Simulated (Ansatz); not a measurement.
# FGe2H6N: the cost of one run

Program: Ansatz 0.2.0, Gaussian basis. Level of theory: one geometry, several basis sets. These are calculated values, not measurements.

The runs, in order: PBE0-D4/def2-SVP; ωB97M-V/def2-SVP; PBE0-D4/def2-QZVPP; ωB97M-V/def2-QZVPP; the functionals' def2-TZVPP values are taken from earlier runs.

### Step 1. The relaxed structure

An earlier PBE0-D4 in a triple-zeta def2 set relaxation fixed the geometry.

SMILES `[F][GeH2][NH][GeH3]`, 10 atoms, charge 0, spin multiplicity 1.

Atoms are counted from 1 here; the program's logs count them from 0.

Bond lengths: F1–Ge2 1.750 Å, Ge2–N3 1.807 Å, Ge2–H5 1.531 Å, Ge2–H6 1.532 Å, N3–Ge4 1.843 Å, N3–H7 1.010 Å, Ge4–H8 1.535 Å, Ge4–H9 1.540 Å, Ge4–H10 1.538 Å. Angles: F1–Ge2–N3 110.3°, F1–Ge2–H5 105.0°, F1–Ge2–H6 105.0°, N3–Ge2–H5 109.4°, N3–Ge2–H6 110.3°, H5–Ge2–H6 116.5°, Ge2–N3–Ge4 125.5°, Ge2–N3–H7 114.8°, Ge4–N3–H7 115.0°, N3–Ge4–H8 105.8°, N3–Ge4–H9 111.8°, N3–Ge4–H10 108.5°, H8–Ge4–H9 110.4°, H8–Ge4–H10 111.0°, H9–Ge4–H10 109.3°.

### Step 2. PBE0-D4 in def2-SVP

File in.yaml:

```yaml
crystal:
  periodic: [false, false, false]
  atoms:
    - {symbol: F, position_ang: [0.655354, 1.037852, -2.259265]}
    - {symbol: Ge, position_ang: [-0.348629, 1.316288, -0.853024]}
    - {symbol: N, position_ang: [-0.688727, -0.244229, -0.007224]}
    - {symbol: Ge, position_ang: [0.520299, -1.195705, 1.008110]}
    - {symbol: H, position_ang: [0.488841, 2.217558, 0.057973]}
    - {symbol: H, position_ang: [-1.646588, 1.916009, -1.404018]}
    - {symbol: H, position_ang: [-1.430081, -0.794568, -0.416103]}
    - {symbol: H, position_ang: [1.541762, -0.167225, 1.512927]}
    - {symbol: H, position_ang: [1.223221, -2.289619, 0.183203]}
    - {symbol: H, position_ang: [-0.232353, -1.847460, 2.180521]}
basis:
  gaussian: {orbitals: def2-SVP}
hamiltonian: {xc: pbe0, dispersion: d4}
output: {orbitals: {seedname: orbitals}}
```

Launch:

```sh
$ ansatz run in.yaml --threads 2 --pin off --events-out ev --progress --plain --max-ram 22528MiB --backend cpu
```

What time and memory should one allow on 2 threads of AMD EPYC 7R13, shared host?

About 3.3 s, with a peak of 0.35 GiB.
